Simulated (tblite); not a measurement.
# C6H9NSi2: the cost of one run

Programs: tblite 0.8.0 and PySCF 2.14.0, with density-fitted response routines of our own. Each step states its level of theory. These are calculated values for one molecule in the gas phase, unless marked as measured. Atoms count from 0, in the outputs and in this text.

## (1) Starting geometry

18 atoms, charge 0, multiplicity 1; geometry from: force field or distance geometry start.

Bonds of the start (Å): C0–C1 1.21, C1–C2 1.40, C2–C3 1.35, C3–Si4 1.86, Si4–N5 1.69, N5–Si6 1.68, Si4–C7 1.88, C7–C8 1.34, C8–C2 1.46, C0–H9 1.06, C3–H10 1.08, Si4–H11 1.48, N5–H12 1.01, Si6–H13 1.47, Si6–H14 1.48, Si6–H15 1.49, C7–H16 1.08, C8–H17 1.08.

## (2) Optimising the geometry with GFN2-xTB

Job settings and geometry (Å):

```
{"job": {"kind": "relax", "xc": "GFN2-xTB", "basis": "xTB"}, "charge": 0, "multiplicity": 1}
C      4.040200     0.596000     0.861100
C      2.952000     0.215900     0.482800
C      1.698100    -0.249600     0.059700
C      0.544900     0.023300     0.707700
Si    -0.919100    -0.749500    -0.139200
N     -1.901800     0.411600    -0.874500
Si    -3.018900     1.018900     0.230200
C      0.276500    -1.406200    -1.427800
C      1.540400    -1.048900    -1.150900
H      4.980600     0.941100     1.194100
H      0.440000     0.577400     1.628800
H     -1.624900    -1.815600     0.601400
H     -1.324100     1.167200    -1.217700
H     -3.792500     2.057200    -0.471600
H     -3.921100    -0.058500     0.695600
H     -2.300000     1.643400     1.376900
H     -0.066700    -1.996700    -2.266300
H      2.387600    -1.320900    -1.761800
```

Started as:

```bash
$ OMP_NUM_THREADS=1 python probes_run.py task.json out
```

This one command runs all jobs of the session in turn.

Q: Estimate the wall time and peak memory of this first job on 1 thread of Arm Neoverse N1, shared host.

About 1.7 s, with a peak of 0.18 GiB.
